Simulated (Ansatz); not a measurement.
What does this script print? It uses the Python package of Ansatz (0.2.0).

The script reads `clzn.xyz`:
```text
2

Zn    0.00000    0.00000    0.00000
Cl    0.00000    0.00000    2.16000
```

The script, `clzn_x2c.py`:
```python
"""Scalar relativity in ClZn."""

import ansatz
import numpy as np

geometry = ansatz.Crystal.molecule_from_extxyz("clzn.xyz")

job = (
    geometry.calculation()
    .functional("PBE", dispersion="d3bj")
    .spin("collinear", total=1)
    .forces()
)
# a set contracted for a scalar-relativistic Hamiltonian goes with the relativistic run
sets = {"none": "cc-pVTZ", "scalar": "cc-pVTZ-DK"}
found = {kind: job.basis(gaussian=basis).pseudopotentials(relativity=kind).run(threads=1, backend="cpu").report for kind, basis in sets.items()}
for kind, each in found.items():
    dipole = 4.803205 * np.linalg.norm(each["charge_distribution"]["dipole_moment_e_ang"])
    print(f"{kind:7s} E = {each['free_energy_ev']:.4f} eV  dipole {dipole:.3f} D  largest force component {np.abs(each['forces_ev_ang']).max():.4f} eV/A")
print(f"relativity lowers the total energy by {found['none']['free_energy_ev'] - found['scalar']['free_energy_ev']:.3f} eV")
```

```console
$ python clzn_x2c.py
none    E = -60932.3757 eV  dipole 2.496 D  largest force component 0.0744 eV/A
scalar  E = -61420.3762 eV  dipole 2.439 D  largest force component 0.0208 eV/A
relativity lowers the total energy by 488.000 eV
```

The total moves by -488.0 eV, nearly all in the cores, and the dipole from 2.50 to 2.44 D.

Total energies depend on the basis set; only differences at equal settings carry meaning. The geometry is a force-field or estimated start, not a minimum of this method. The basis set changes with the Hamiltonian (a set recontracted for scalar relativity), and most of the change in the total lies in the cores. The species is open-shell (spin multiplicity 2). The spin state was assumed, and another may lie lower. It ran for 6.4 s on 1 thread of Arm Neoverse V1 (shared host), peak memory 0.22 GiB.
